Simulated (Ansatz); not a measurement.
**CH₄BFO: how energies converge with the basis set**

An exercise on one series of results from a longer session: the logs are not shown, and one member is left open.

Program: Ansatz 0.2.0, Gaussian basis. Level of theory: one geometry, several basis sets. These are calculated values, not measurements.

Levels to be run: PBE0-D4/def2-SVP; ωB97M-V/def2-SVP; PBE0-D4/def2-QZVPP; ωB97M-V/def2-QZVPP; the functionals' def2-TZVPP values are taken from earlier runs.

1 further run of the same task is left out (it didn't finish).

### Structure used throughout

All runs share one geometry, relaxed beforehand with PBE0-D4 in a triple-zeta def2 set.

SMILES `BOCF`, 8 atoms, charge 0, spin multiplicity 1.

Atoms are counted from 1 here; the program's logs count them from 0.

Bond lengths: B1–O2 1.350 Å, B1–H5 1.201 Å, B1–H6 1.193 Å, O2–C3 1.389 Å, C3–F4 1.363 Å, C3–H7 1.095 Å, C3–H8 1.092 Å. Angles: O2–B1–H5 119.7°, O2–B1–H6 116.8°, H5–B1–H6 123.5°, B1–O2–C3 121.2°, O2–C3–F4 108.8°, O2–C3–H7 111.1°, O2–C3–H8 108.4°, F4–C3–H7 108.1°, F4–C3–H8 108.1°, H7–C3–H8 112.2°.

The first run:

Input file in.yaml:

```yaml
crystal:
  periodic: [false, false, false]
  atoms:
    - {symbol: B, position_ang: [-0.895606, 0.807452, 0.575661]}
    - {symbol: O, position_ang: [0.208753, 0.042087, 0.704346]}
    - {symbol: C, position_ang: [0.779096, -0.589925, -0.392857]}
    - {symbol: F, position_ang: [0.424820, -1.906086, -0.375825]}
    - {symbol: H, position_ang: [-1.369856, 0.988780, -0.512449]}
    - {symbol: H, position_ang: [-1.341009, 1.283194, 1.575408]}
    - {symbol: H, position_ang: [0.420494, -0.152564, -1.330534]}
    - {symbol: H, position_ang: [1.865506, -0.530039, -0.299548]}
basis:
  gaussian: {orbitals: def2-SVP}
hamiltonian: {xc: pbe0, dispersion: d4}
output: {orbitals: {seedname: orbitals}}
```

Run with:

```sh
$ ansatz run in.yaml --threads 2 --pin off --events-out ev --progress --plain --max-ram 4352MiB
```

Steps of the session up to this table: PBE0-D4 in def2-SVP; ωB97M-V in def2-SVP; PBE0-D4 in def2-QZVPP; ωB97M-V in def2-QZVPP.

One of the session's tables, all rows but one given; the rest of the session is left out.

It belongs to the step «Functionals by basis». 

```
functional       basis  HOMO (eV)
   PBE0-D4    def2-SVP      -8.99
   PBE0-D4  def2-TZVPP          ?
   PBE0-D4  def2-QZVPP      -9.11
   ωB97M-V    def2-SVP     -11.33
   ωB97M-V  def2-TZVPP     -11.46
   ωB97M-V  def2-QZVPP     -11.48
```

Estimate the missing values for PBE0-D4, def2-TZVPP.

The run gave: HOMO (eV): -9.09. In the column «HOMO (eV)» it lies between PBE0-D4, def2-QZVPP (-9.11) and PBE0-D4, def2-SVP (-8.99).
